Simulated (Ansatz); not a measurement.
# CrO2: the cost of one run

Program: Ansatz 0.2.0. Level of theory: DFT PBE+U (U = 4 eV, J = 0.5 eV on Cr d), plane waves, PAW. These are calculated values, not measurements.

### Step 1. The starting structure

It takes space group P4_2/mnm (No. 136, tetragonal). The conventional cell has a = 4.421 Å, b = 4.421 Å, c = 2.917 Å, α = 90.00°, β = 90.00°, γ = 90.00°. Cr (site symmetry mmm) has 6 O at 1.88 to 1.92 Å as nearest neighbours. O (site symmetry m2m) has 3 Cr at 1.88 to 1.92 Å as nearest neighbours.

Structure file:

```
CELL_PARAMETERS angstrom
4.42100 0.00000 0.00000
0.00000 4.42100 0.00000
0.00000 0.00000 2.91700
ATOMIC_POSITIONS crystal
Cr 0.00000 0.00000 0.00000
Cr 0.50000 0.50000 0.50000
O 0.30100 0.30100 0.00000
O 0.19900 0.80100 0.50000
O 0.69900 0.69900 0.00000
O 0.80100 0.19900 0.50000
```

Magnetic order typed: opposed in the cell.

### Step 2. From atoms, symmetry kept, no search

File input.yaml:

```yaml
crystal:
  lattice:
    - [4.42100083, 0.0, 0.0]
    - [0.0, 4.42100083, 0.0]
    - [0.0, 0.0, 2.91700055]
  atoms:
    - { symbol: Cr, position: [0.0, 0.0, 0.0], spin: 2.0 }
    - { symbol: Cr, position: [0.5, 0.5, 0.5], spin: -2.0 }
    - { symbol: O, position: [0.301, 0.301, 0.0] }
    - { symbol: O, position: [0.199, 0.801, 0.5] }
    - { symbol: O, position: [0.699, 0.699, 0.0] }
    - { symbol: O, position: [0.801, 0.199, 0.5] }
basis:
  ecutwfc: 420
  ecutrho_ratio: 4
kpoints:
  mp_grid: { grid: [4, 4, 6] }
hamiltonian:
  xc: pbe
  hubbard:
    sites:
      - { site: 0, l: d, u: 4.0, j: 0.5 }
      - { site: 1, l: d, u: 4.0, j: 0.5 }
scf:
  occupations: { method: gaussian, width: 0.05 }
  lower_state_search: "off"
  max_iter: 150
output:
  forces: true
  stress: true
  eigenvalues: true
  populations: true
  hubbard: { sites: [{ site: 0, l: d }, { site: 1, l: d }] }
magnetization:
  spin_polarized: true
```

Launch:

```
ansatz run input.yaml --threads 4 --pin off --max-ram 6144MiB --backend cpu --events-out ev --progress --plain --runs-dir out
```

**Question.** How long does this run take on 4 threads of Arm Neoverse V2, shared host, and how much memory does it need?

About 4.5 s, with a peak of 0.45 GiB.
